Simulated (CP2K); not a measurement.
The system is BiTe.

```
CELL_PARAMETERS angstrom
4.33941 0.00000 0.00000
1.63419 4.01993 0.00000
1.63419 1.09973 3.86658
ATOMIC_POSITIONS crystal
Bi 0.50000 0.50000 0.50000
Te 0.00000 0.00000 0.00000
```

The cell comes from a database or a generator and needn't be the stable form of this composition.

Program: CP2K 2026.2. Alike in all runs: task atomic charges; level PBE; no spin polarisation; cell as given; k mesh 7 × 7 × 7; smearing fermi-dirac 0.05 eV. Hardware: 1 thread of Arm Neoverse N1, on a shared host.

Order these runs on this cell by their wall time, lowest first.
A. potentials or basis GTH_POTENTIALS Bi GTH-PBE-q5, Te GTH-PBE-q6; SZV-MOLOPT-SR-GTH basis; ADDED_MOS [2]
B. potentials or basis POTENTIAL_UZH Bi GTH-PBE-q5, Te GTH-PBE-q6; DZVP-MOLOPT-PBE-GTH basis; ADDED_MOS [10]
C. potentials or basis POTENTIAL_UZH Bi GTH-PBE-q5, Te GTH-PBE-q6; TZV2P-MOLOPT-PBE-GTH basis; ADDED_MOS [10]

A (14 s), B (33 s), C (92 s).
